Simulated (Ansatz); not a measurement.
# GeH2S: the cost of one run

Computed with Ansatz 0.2.0 through its Python package. Level of theory: r2SCAN+D3(BJ)/def2-SVP.

### 1 Starting point

Bond lengths: S1–Ge2 2.261 Å, S1–H3 1.324 Å, Ge2–H4 1.604 Å. Angles: S1–Ge2–H4 108.8°, Ge2–S1–H3 91.4°.

No structure file is read: the coordinates are typed or built in the script.

### 2 Script

File geh2s_pa.py:

```python
"""Proton affinity of GeH2S at one site."""

import ansatz as az
from ase import Atoms
import numpy as np

BASIS_SET = "def2-SVP"
XC = "r2scan"
DISPERSION = "d3bj"
CHARGE = 1
FMAX = 0.01

atoms = Atoms(["S", "Ge", "H", "H"], positions=[
    [-0.5434, -1.1505, 0.5933],
    [-0.5614, 0.5903, -0.8496],
    [0.774, -1.2484, 0.5086],
    [0.3863, 1.7484, -0.2725],
])
mol = az.Crystal.molecule_from_ase(atoms)

calc = mol.calculation().basis(gaussian=BASIS_SET).functional(XC, dispersion=DISPERSION)
symbols = [site.symbol for site in mol.cartesian_sites]
start = np.array([site.position_ang for site in mol.cartesian_sites], dtype=float)
report = calc.relax(force_tolerance=0.01).run(threads=1).report
end = np.array(report["positions_ang"])

# put the proton on the side away from the neighbours, slightly off axis
away = sum((end[0] - end[j]) / np.linalg.norm(end[0] - end[j]) for j in [1, 2]) + np.array([0.15, 0.1, -0.2])
proton = end[0] + 1.4 * away / np.linalg.norm(away)
acid = az.Crystal.molecule()
for symbol, place in zip(symbols, end):
    acid = acid.atom(symbol, place.tolist())
acid = acid.atom("H", proton.tolist())
protonated = (
    acid.calculation()
    .basis(gaussian=BASIS_SET)
    .functional(XC, dispersion=DISPERSION)
    .charge(CHARGE)
    .relax(force_tolerance=FMAX, max_steps=80)
)
after = protonated.run(threads=1).report
xyz = np.array(after["positions_ang"])
reach = np.linalg.norm(xyz[:-1] - xyz[-1], axis=1)
print(f"base {report['free_energy_ev']:.5f} eV, protonated {after['free_energy_ev']:.5f} eV")
print(f"the proton ends {reach.min():.3f} A from {symbols[reach.argmin()]}{reach.argmin()}")
print(f"electronic proton affinity {96.485332 * (report['free_energy_ev'] - after['free_energy_ev']):.1f} kJ/mol")
```

### 3 The calls as engine input

The engine receives this input (first run):

```yaml
crystal:
  periodic: [false, false, false]
  atoms:
    - { symbol: S, position_ang: [-0.5434, -1.1505, 0.5933] }
    - { symbol: Ge, position_ang: [-0.5614, 0.5903, -0.8496] }
    - { symbol: H, position_ang: [0.774, -1.2484, 0.5086] }
    - { symbol: H, position_ang: [0.3863, 1.7484, -0.2725] }
basis:
  gaussian:
    orbitals: def2-SVP
hamiltonian:
  xc: r2scan
  dispersion: d3bj
relax:
  f_tol: 0.01
```

### 4 The run

Started as:

```
python geh2s_pa.py
```

What time and memory should one allow on 1 thread of Arm Neoverse V1, shared host?

About 54 s, with a peak of 0.2 GiB.
